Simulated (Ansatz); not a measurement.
**F3GaH2O: a ladder of functionals and wavefunction methods**

The task here is to estimate one member of a computed series from the others.

Method: functionals in def2-TZVPP, the program's frozen cores in correlated methods; program: Ansatz 0.2.0, Gaussian basis.

Levels to be run: LDA (SPW92), PBE-D4, revPBE-D4, BLYP-D4, r2SCAN-D4, B97M-V, PBE0-D4, B3LYP-D4, r2SCANh-D4, r2SCAN0-D4, HSE06-D4, BHLYP-D4, CAM-B3LYP-D4, LC-ωPBE, ωB97X-V, ωB97M-V, B2PLYP, PBE-QIDH; CCSD(T)/def2-SVP; CCSD(T)/def2-TZVPP; MP2/def2-QZVPP; extrapolation to the limit; RPA on PBE.

## The relaxed structure

An earlier PBE0-D4 in a triple-zeta def2 set relaxation fixed the geometry.

SMILES `[OH2+][Ga-]([F])([F])[F]`, 7 atoms, charge 0, spin multiplicity 1.

Atoms are counted from 1 here; the program's logs count them from 0.

Bond lengths: O1–Ga2 2.043 Å, O1–H6 0.966 Å, O1–H7 0.966 Å, Ga2–F3 1.753 Å, Ga2–F4 1.738 Å, Ga2–F5 1.753 Å. Angles: Ga2–O1–H6 108.7°, Ga2–O1–H7 108.6°, H6–O1–H7 107.8°, O1–Ga2–F3 93.7°, O1–Ga2–F4 106.5°, O1–Ga2–F5 93.7°, F3–Ga2–F4 118.2°, F3–Ga2–F5 118.0°, F4–Ga2–F5 118.2°.

Set-up of the first run:

File in.yaml:

```yaml
crystal:
  periodic: [false, false, false]
  atoms:
    - {symbol: O, position_ang: [-0.917142, 0.631427, 0.382072]}
    - {symbol: Ga, position_ang: [0.496060, -0.591956, -0.441710]}
    - {symbol: F, position_ang: [0.952924, -1.289512, 1.100068]}
    - {symbol: F, position_ang: [-0.333994, -1.602763, -1.586139]}
    - {symbol: F, position_ang: [1.453454, 0.741424, -1.056461]}
    - {symbol: H, position_ang: [-0.925591, 0.494024, 1.338273]}
    - {symbol: H, position_ang: [-0.664410, 1.549355, 0.218297]}
basis:
  gaussian: {orbitals: def2-TZVPP}
hamiltonian: {xc: lda}
output: {orbitals: {seedname: orbitals}}
```

Among the steps run: LDA; PBE-D4 (GGA); revPBE-D4 (GGA); BLYP-D4 (GGA); r2SCAN-D4 (meta-GGA); B97M-V (meta-GGA); PBE0-D4 (hybrid); B3LYP-D4 (hybrid); r2SCANh-D4 (hybrid); r2SCAN0-D4 (hybrid); HSE06-D4 (hybrid); BHLYP-D4 (hybrid); CAM-B3LYP-D4 (range-separated); LC-ωPBE-D4 (range-separated; the results give it without D4); ωB97X-V (range-separated); ωB97M-V (range-separated); B2PLYP (double hybrid); PBE-QIDH (double hybrid).

One of the session's tables, all rows but one given; the rest of the session is left out.

It belongs to the step «Orbital energies across the functionals». 

```
  functional  HOMO (eV)  gap (eV)
 LDA (SPW92)      -8.94      6.56
      PBE-D4      -8.66      6.55
   revPBE-D4      -8.56      6.57
     BLYP-D4      -8.61      6.44
   r2SCAN-D4      -9.16      7.57
      B97M-V      -9.27      7.37
     PBE0-D4     -10.75      9.60
    B3LYP-D4     -10.45      8.88
  r2SCANh-D4      -9.94      8.68
  r2SCAN0-D4     -11.12     10.33
    HSE06-D4     -10.33      8.82
    BHLYP-D4     -12.84     12.39
CAM-B3LYP-D4     -12.36     12.01
     LC-ωPBE     -13.64     14.76
     ωB97X-V          ?         ?
     ωB97M-V     -13.31     13.82
```

Q: Estimate the row for ωB97X-V from the others.

The run gave: HOMO (eV): -13.33; gap (eV): 14.23. In the column «HOMO (eV)» it lies between LC-ωPBE (-13.64) and ωB97M-V (-13.31).
